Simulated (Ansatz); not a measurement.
# C2H7FO2Si: the cost of one run

All numbers below are computed with Ansatz 0.2.0 (RHF/def2-SVP).

## Step 1: The system as given

Bond lengths: C1–O2 1.359 Å, O2–Si3 1.656 Å, Si3–F4 1.535 Å, Si3–C5 1.911 Å, C5–O6 1.460 Å, C1–H7 1.074 Å, C1–H8 1.133 Å, C1–H9 1.175 Å, Si3–H10 1.462 Å, C5–H11 1.064 Å, C5–H12 1.111 Å, O6–H13 1.003 Å. Angles (14 of 20 angles, heavy atoms first): C1–O2–Si3 115.5°, O2–Si3–F4 110.9°, O2–Si3–C5 111.6°, F4–Si3–C5 106.2°, Si3–C5–O6 118.0°, O2–C1–H7 114.7°, O2–C1–H8 112.4°, O2–C1–H9 107.6°, O2–Si3–H10 109.2°, F4–Si3–H10 109.8°, C5–Si3–H10 109.1°, Si3–C5–H11 110.4°, Si3–C5–H12 109.5°, O6–C5–H11 107.4°.

As a file:

```xyz
13

C    -1.9418    1.0247   -0.3998
O    -0.7573    0.7471    0.2052
Si    0.1371   -0.4577   -0.4961
F    -0.6998   -1.7335   -0.6682
C     1.6334   -0.9454    0.5881
O     2.5053    0.1196    1.0736
H    -2.6502    0.2179   -0.3893
H    -1.8056    1.4347   -1.4473
H    -2.4484    1.9008    0.1977
H     0.6184   -0.0031   -1.7992
H     2.2462   -1.6506    0.0793
H     1.2751   -1.4509    1.5099
H     1.9081    0.7618    1.5609
```

## Step 2: End point A

input.yaml reads:

```yaml
crystal:
  periodic: [false, false, false]
  atoms:
    - { symbol: C, position_ang: [-1.9418, 1.0247, -0.3998] }
    - { symbol: O, position_ang: [-0.7573, 0.7471, 0.2052] }
    - { symbol: Si, position_ang: [0.1371, -0.4577, -0.4961] }
    - { symbol: F, position_ang: [-0.6998, -1.7335, -0.6682] }
    - { symbol: C, position_ang: [1.6334, -0.9454, 0.5881] }
    - { symbol: O, position_ang: [2.5053, 0.1196, 1.0736] }
    - { symbol: H, position_ang: [-2.6502, 0.2179, -0.3893] }
    - { symbol: H, position_ang: [-1.8056, 1.4347, -1.4473] }
    - { symbol: H, position_ang: [-2.4484, 1.9008, 0.1977] }
    - { symbol: H, position_ang: [0.6184, -0.0031, -1.7992] }
    - { symbol: H, position_ang: [2.2462, -1.6506, 0.0793] }
    - { symbol: H, position_ang: [1.2751, -1.4509, 1.5099] }
    - { symbol: H, position_ang: [1.9081, 0.7618, 1.5609] }
basis:
  gaussian: { orbitals: def2-SVP }
hamiltonian:
  xc: hf
relax:
  f_tol: 0.02
  max_steps: 50
```

Run with:

```bash
ansatz run input.yaml --threads 2 --pin off --max-ram 3072MiB --backend cpu --events-out ev --progress --plain --runs-dir out
```

What time and memory should one allow on 2 threads of AMD EPYC 7R43 (Zen 3), shared host?

About 37 s, with a peak of 0.29 GiB.
